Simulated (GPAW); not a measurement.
Runs of GPAW 26.7.0 on KPt. It takes space group P-6m2 (No. 187, hexagonal). The conventional cell has a = 3.001 Å, b = 3.001 Å, c = 5.346 Å, α = 90.00°, β = 90.00°, γ = 120.00°. Pt (site symmetry -6m2) has 6 Pt at 3.00 Å and 6 K at 3.19 Å as nearest neighbours. K (site symmetry -6m2) is surrounded by 6 K at 3.00 Å and 6 Pt at 3.19 Å. The cell comes from a database or a generator and needn't be the stable form of this composition.

```csv
task,level,potentials or basis,smearing,gap on the mesh (eV),pressure (GPa)
single point,RPBE,"the program's PAW data sets (release 1.2.1) made for this functional, pw",gaussian 0.02 eV,none,3.4
single point,PBEsol,"PAW data sets generated in the run's folder for this functional, pw",gaussian 0.02 eV,none,-3.9
single point,r2SCAN+D4,"GPAW PAW data sets (gpaw-data 1.2.1), pw",gaussian 0.05 eV,none,(b)
single point,PBE,"GPAW PAW data sets (gpaw-data 1.2.1), pw",fermi-dirac 0.05 eV,none,(a)
single point,LDA,"the program's PAW data sets (release 1.2.1) made for this functional, pw",gaussian 0.05 eV,none,-6.9
```

Alike in all rows: no spin polarisation; cell as given; k mesh 10 × 10 × 5; cutoff (eV) 600.

Task: Fill in the values left out.

Result: (a) 0.5; (b) -2.6.

Caveats: the PAW data sets were made with another functional, which shifts forces and pressure a little (some runs); pairwise dispersion overbinds metals, which lowers pressure and volume (some runs).

A k mesh can miss the band edges, and the runs leave out spin-orbit coupling on Pt.

A gap of «none» marks a metal or a gap under the smearing width.

Not every run made on this cell is shown here.
